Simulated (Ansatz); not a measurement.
# AlNi3 (Pm-3m): equation of state

One table from this session's results is given with a row withheld; the runs are named, their logs left out.

Method: DFT r²SCAN, scalar-relativistic, plane waves, PAW, in Ansatz 0.2.0.

## Starting point

Symmetry: Pm-3m, No. 221, cubic system. Conventional cell: a = 3.526 Å, b = 3.526 Å, c = 3.526 Å, α = 90.00°, β = 90.00°, γ = 90.00°. Around Al (site symmetry m-3m) lie 12 Ni at 2.49 Å. Ni (site symmetry 4/mmm) is surrounded by 4 Al at 2.49 Å and 8 Ni at 2.49 Å.

Structure file:

```
Al Ni
1.0
     3.52617    0.00000    0.00000
     0.00000    3.52617    0.00000
     0.00000    0.00000    3.52617
Al Ni
1 3
Direct
  0.00000 0.00000 0.00000
  0.00000 0.50000 0.50000
  0.50000 0.00000 0.50000
  0.50000 0.50000 0.00000
```

An earlier run at r²SCAN left this cell at 10.961 Å³/atom and -0.01 GPa (12×12×12 mesh).

Volume factors to run: 0.980, 1.020, 0.960, 1.040.

The first run:

input.yaml

```yaml
crystal:
  lattice:
    - [3.5025006612, 0.0, 0.0]
    - [0.0, 3.5025006612, 0.0]
    - [0.0, 0.0, 3.5025006612]
  atoms:
    - { symbol: Al, position: [0.0, 0.0, 0.0] }
    - { symbol: Ni, position: [0.0, 0.5, 0.5], spin: 0.4 }
    - { symbol: Ni, position: [0.5, 0.0, 0.5], spin: 0.4 }
    - { symbol: Ni, position: [0.5, 0.5, 0.0], spin: 0.4 }
basis:
  ecutwfc: 500
  ecutrho_ratio: 4
kpoints:
  mp_grid: { grid: [12, 12, 12] }
hamiltonian:
  xc: r2scan
scf:
  occupations: { method: gaussian, width: 0.05 }
output:
  forces: true
  stress: true
  eigenvalues: true
  populations: true
magnetization:
  spin_polarized: true
```

Launch:

```
$ ansatz run input.yaml --threads 2 --pin off --max-ram 5120MiB --backend cpu --events-out ev --progress --plain --runs-dir out
```

Among the steps run: At 0.980 of the relaxed volume; Scaling the volume by 1.020; At 0.960 of the relaxed volume; Volume × 1.040.

One of the session's tables, all rows but one given; the rest of the session is left out.

It belongs to the step «The fit». 

| volume (Å³/atom) | energy (meV/atom) | pressure (GPa) | moment of atom 2 (μB) |
| --- | --- | --- | --- |
| 10.523 | 11.86 | 9.05 | 0.35 |
| 10.742 | ? | ? | ? |
| 10.961 | 0.00 | -0.01 | 0.36 |
| 11.180 | 2.67 | -3.82 | 0.37 |
| 11.399 | 10.27 | -7.23 | 0.38 |

Q: Estimate the row for volume (Å³/atom) = 10.742 from the others.

Worked estimate for «energy (meV/atom)». A straight line through the neighbours (10.523, 11.86) and (10.961, 0.00) gives 11.86 + (0.00 − 11.86) × (10.742 − 10.523) / (10.961 − 10.523) = 5.93; a parabola fitted to 3 rows on both sides gives 3.06.

The run gave: energy (meV/atom): 2.83; pressure (GPa): 4.26; moment of atom 2 (μB): 0.36. In «energy (meV/atom)» the line misses by +3.10 and the parabola by +0.23.

To keep in mind: Warnings in the runs' records: stability check not made.
